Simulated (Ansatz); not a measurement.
**BaTiO3: band gap under strain**

Aim: follow the gap of BaTiO3 (database structure) through these states: -2.0 % biaxial strain in x and y, free along z; -1.0 % biaxial strain in x and y, free along z; +1.0 % biaxial strain in x and y, free along z. The table at the end shows which levels were run.

Code: Ansatz 0.2.0. PAW datasets, plane waves. Calculated at 0 K for a non-magnetic cell.

## Step 1: The cell

The unstrained cell was relaxed with r2SCAN; in each strained cell the atoms were relaxed again with r2SCAN. Names of k-points are those of the unstrained zone, where strain can split equivalent points. First state: -2.0 % biaxial strain in x and y, free along z.

The symmetry is P4mm (No. 99, tetragonal); conventional cell a = 3.893 Å, c = 4.259 Å, 12.91 Å³ an atom. Around Ba lie 12 O at 2.76–2.99 Å; around Ti lie 5 O at 1.81–1.96 Å; around O lie 2 Ti at 1.96 Å and 2 Ba at 2.78 Å; around O lie 1 Ti at 1.81 Å.

Coordinates:

```cif
data_structure
_symmetry_space_group_name_H-M 'P 1'
_symmetry_Int_Tables_number 1
_cell_length_a 3.8926
_cell_length_b 3.8926
_cell_length_c 4.2588
_cell_angle_alpha 90.000
_cell_angle_beta 90.000
_cell_angle_gamma 90.000
_cell_volume 64.53
loop_
_atom_site_label
_atom_site_type_symbol
_atom_site_fract_x
_atom_site_fract_y
_atom_site_fract_z
_atom_site_occupancy
Ba1 Ba 0.50000 0.50000 0.59314 1
Ti1 Ti 0.00000 0.00000 0.11211 1
O1 O 0.00000 0.50000 0.05917 1
O2 O 0.50000 0.00000 0.05917 1
O3 O 0.00000 0.00000 0.53640 1
```

From earlier runs on the unstrained cell: PBE 1.87 eV, r2SCAN 2.23 eV, HSE06 3.31 eV, r2SCAN+SOC 2.23 eV; a = 3.972 Å, c = 4.113 Å.

## Step 2: -2.0 % biaxial strain in x and y, free along z: PBE

input.yaml

```yaml
crystal:
  lattice:
    - [3.892599865, 0.0, 0.0]
    - [0.0, 3.892599865, 0.0]
    - [0.0, 0.0, 4.2587526924]
  atoms:
    - { symbol: Ba, position: [0.5, 0.5, 0.5931437032] }
    - { symbol: Ti, position: [0.0, 0.0, 0.1121118325] }
    - { symbol: O, position: [0.0, 0.5, 0.0591699801] }
    - { symbol: O, position: [0.5, 0.0, 0.0591699801] }
    - { symbol: O, position: [0.0, 0.0, 0.5364014941] }
kpoints:
  mp_grid: { grid: [6, 6, 6] }
  band_path:
    path:
      - [0.0, 0.0, 0.0]
      - [0.0, 0.5, 0.0]
      - [0.5, 0.5, 0.0]
      - [0.0, 0.0, 0.5]
      - [0.0, 0.5, 0.5]
      - [0.5, 0.5, 0.5]
    npoints: 1
hamiltonian:
  xc: pbe
scf:
  occupations: { method: fermi_dirac, width: 0.02 }
  n_extra_bands: 5
output:
  forces: true
  stress: true
  eigenvalues: true
```

Started as:

```console
$ ansatz run input.yaml --threads 2 --pin off --max-ram 20275MiB --backend cpu --events-out ev --progress --plain --runs-dir out
```

The runs that follow: -2.0 % biaxial strain in x and y, free along z: r2SCAN; -2.0 % biaxial strain in x and y, free along z: HSE06; -2.0 % biaxial strain in x and y, free along z: r2SCAN+SOC; -2.0 % biaxial strain in x and y, free along z: r2SCAN; -1.0 % biaxial strain in x and y, free along z: PBE; -1.0 % biaxial strain in x and y, free along z: r2SCAN; -1.0 % biaxial strain in x and y, free along z: HSE06; -1.0 % biaxial strain in x and y, free along z: r2SCAN+SOC; -1.0 % biaxial strain in x and y, free along z: r2SCAN; +1.0 % biaxial strain in x and y, free along z: PBE; +1.0 % biaxial strain in x and y, free along z: r2SCAN; +1.0 % biaxial strain in x and y, free along z: HSE06; +1.0 % biaxial strain in x and y, free along z: r2SCAN+SOC; +1.0 % biaxial strain in x and y, free along z: r2SCAN.

What does the calculation give?

The runs gave:

Least gap in eV (negative: overlap), with the change from the unstrained cell in brackets:

```
                                         state  volume change (%)           PBE        r2SCAN         HSE06
-2.0 % biaxial strain in x and y, free along z               -0.6  1.91 (+0.04)  2.29 (+0.06)  3.39 (+0.08)
-1.0 % biaxial strain in x and y, free along z               -0.4  1.89 (+0.02)  2.26 (+0.03)  3.35 (+0.04)
+1.0 % biaxial strain in x and y, free along z               +0.6  1.85 (-0.02)  2.20 (-0.03)  3.27 (-0.04)
```

In words: With HSE06, of the states in the table -2.0 % biaxial strain in x and y, free along z shifts the gap most, by +0.084 eV. PBE and HSE06 differ by 1.44 eV on the unstrained gap, and by at most 0.04 eV on its change: the two disagree on the size of the gap but agree on its response to strain. Spin-orbit coupling is left out of the table, though the cell holds Ba (Z = 56).
